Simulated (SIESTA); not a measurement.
## ScTaN in SIESTA: the effect of basis

Crystal: ScTaN.

```
Ta Sc N
1.0
     3.08507    0.00000    0.00000
    -1.54253    2.67175    0.00000
     0.00000    0.00000   10.34014
Ta Sc N
2 2 2
Direct
  0.33333 0.66667 0.24563
  0.66667 0.33333 0.75437
  0.00000 0.00000 0.00000
  0.00000 0.00000 0.50000
  0.33333 0.66667 0.62984
  0.66667 0.33333 0.37016
```

The cell comes from a database or a generator and needn't be the stable form of this composition.

Alike in all runs:

```yaml
Program: SIESTA 5.4.2
Task: band structure
Functional: PBEsol
Potentials_or_basis: PseudoDojo 0.4 standard (PBEsol files)
Grid_cutoff: 800 Ry
Energy_shift: 0.003 Ry
k_mesh: 10 × 10 × 3
Occupations: fermi-dirac, width 0.05 eV
Spin: no spin polarisation
```

```csv
basis,pressure (GPa),largest force (eV/Å)
SZ,?,?
SZP,-4.5,0.07
DZ,-5.2,0.32
DZP,-5.2,0.08
TZP,-5.7,0.11
TZDP,-5.6,0.11
```

**Question.** What does the run with basis SZ give?

**Answer.** Pressure -14.7 GPa; largest force 0.98 eV/Å.

Caveats: short orbitals over semicore shells can move pressures by several GPa; the basis of atomic orbitals isn't converged, which shifts pressures, moduli and gaps; the basis has no polarisation orbitals (some runs).
